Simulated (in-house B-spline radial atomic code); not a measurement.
# Zn²⁺: a fraction of an electron removed from 3p

Aim: the energy of Zn²⁺ as a fraction of an electron is removed from 3p, to see how far it bends away from a straight line.

Method: non-relativistic BP86, spin-polarised, spherical fractional occupations, point nucleus, basis-set limit. Code: in-house B-spline radial atomic code version 1.

### Step 1. The atom as given

```
element       : zinc (Z = 30)
charge        : +2
electrons     : 28
configuration : [Ar] 3d10
Hamiltonian   : non-relativistic
nucleus       : point
```

The outer shells:

[Ar] 3d10
```
[Ar] core
3d [↑↓][↑↓][↑↓][↑↓][↑↓]
```

Where spins are not typed, each open shell is filled with up spins first.

### Step 2. The start, at fraction 0

The run's settings:

```ini
Z = 30
electrons = 28.0
configuration = [Ar] 3d10
hamiltonian = nr
method = b88,p86
spin_polarised = True
```

### Step 3. 0.08 electron removed from 3p

The run's settings:

```ini
Z = 30
electrons = 27.92
configuration = [Ne] 3s2 3p5.92 3d10
hamiltonian = nr
method = b88,p86
spin_polarised = True
```

### Step 4. 0.13 electron removed from 3p

The run's settings:

```ini
Z = 30
electrons = 27.87
configuration = [Ne] 3s2 3p5.87 3d10
hamiltonian = nr
method = b88,p86
spin_polarised = True
```

### Step 5. 0.28 electron removed from 3p

The run's settings:

```ini
Z = 30
electrons = 27.72
configuration = [Ne] 3s2 3p5.72 3d10
hamiltonian = nr
method = b88,p86
spin_polarised = True
```

### Step 6. 0.47 electron removed from 3p

The run's settings:

```ini
Z = 30
electrons = 27.53
configuration = [Ne] 3s2 3p5.53 3d10
hamiltonian = nr
method = b88,p86
spin_polarised = True
```

### Step 7. 0.5 electron removed from 3p

The run's settings:

```ini
Z = 30
electrons = 27.5
configuration = [Ne] 3s2 3p5.5 3d10
hamiltonian = nr
method = b88,p86
spin_polarised = True
```

### Step 8. 0.61 electron removed from 3p

The run's settings:

```ini
Z = 30
electrons = 27.39
configuration = [Ne] 3s2 3p5.39 3d10
hamiltonian = nr
method = b88,p86
spin_polarised = True
```

### Step 9. 0.73 electron removed from 3p

The run's settings:

```ini
Z = 30
electrons = 27.27
configuration = [Ne] 3s2 3p5.27 3d10
hamiltonian = nr
method = b88,p86
spin_polarised = True
```

### Step 10. 0.78 electron removed from 3p

The run's settings:

```ini
Z = 30
electrons = 27.22
configuration = [Ne] 3s2 3p5.22 3d10
hamiltonian = nr
method = b88,p86
spin_polarised = True
```

### Step 11. 1 electron removed from 3p

The run's settings:

```ini
Z = 30
electrons = 27.0
configuration = [Ne] 3s2 3p5 3d10
hamiltonian = nr
method = b88,p86
spin_polarised = True
```

Before running: How does the energy change with the fraction, and which way and how far does it bend from the straight line between the ends?

The runs gave:

| fraction | energy change (eV) | less the straight line (eV) | level 3p down (eV) | sum of <r²> (bohr²) |
| --- | --- | --- | --- | --- |
| 0 | 0.0000 | 0.0000 | -103.12 | 15.239 |
| 0.08 | 8.3130 | -0.7621 | -104.71 | 15.013 |
| 0.13 | 13.5732 | -1.1739 | -105.71 | 14.875 |
| 0.28 | 29.6565 | -2.1064 | -108.75 | 14.479 |
| 0.47 | 50.6925 | -2.6240 | -112.70 | 14.011 |
| 0.5 | 54.0829 | -2.6367 | -113.33 | 13.940 |
| 0.61 | 66.6774 | -2.5205 | -115.67 | 13.687 |
| 0.73 | 80.7123 | -2.0983 | -118.25 | 13.421 |
| 0.78 | 86.6522 | -1.8304 | -119.34 | 13.313 |
| 1 | 113.4392 | 0.0000 | -124.20 | 12.859 |

What this shows: From fraction 0 to 1 the energy changes by 113.439 eV. It sags under the straight line by up to 2.64 eV (at 0.5). Slater's transition state, the slope from the orbital energy at fraction 0.5 (Janak's theorem), gives 113.330 eV for the whole step.
